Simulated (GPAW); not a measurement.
The system is Sn3Se.

```
Sn Se
1.0
     0.00000    3.73314    3.73314
     3.73314    0.00000    3.73314
     3.73314    3.73314    0.00000
Sn Se
3 1
Direct
  0.50000 0.50000 0.50000
  0.75000 0.75000 0.75000
  0.25000 0.25000 0.25000
  0.00000 0.00000 0.00000
```

The cell comes from a database or a generator and needn't be the stable form of this composition.

Program: GPAW 26.7.0. Alike in all runs: no spin polarisation; cell as given; smearing fermi-dirac 0.05 eV.

Task: Order these runs on this cell by their pressure, lowest first.
A. level PBEsol; potentials or basis PAW data sets generated in the run's folder for this functional, pw; k mesh 6 × 6 × 6; cutoff (eV) 600; maxiter 150; band path GXWKGLUWLK,UX; band points 80
B. level LDA; potentials or basis the program's PAW data sets (release 1.2.1) made for this functional, pw; k mesh 5 × 5 × 5; cutoff (eV) 450; maxiter 120; convergence default
C. level r2SCAN; potentials or basis GPAW PAW data sets (gpaw-data 1.2.1), pw; k mesh 6 × 6 × 6; cutoff (eV) 600; maxiter 150; band path GXWKGLUWLK,UX; band points 80

Result: B (-6.0 GPa), A (-3.4 GPa), C (-1.4 GPa).

Caveats: the cutoff is short for stress and forces, so pressures can be off by a GPa or more (some runs); the PAW data sets were made with another functional, which shifts forces and pressure a little (some runs).
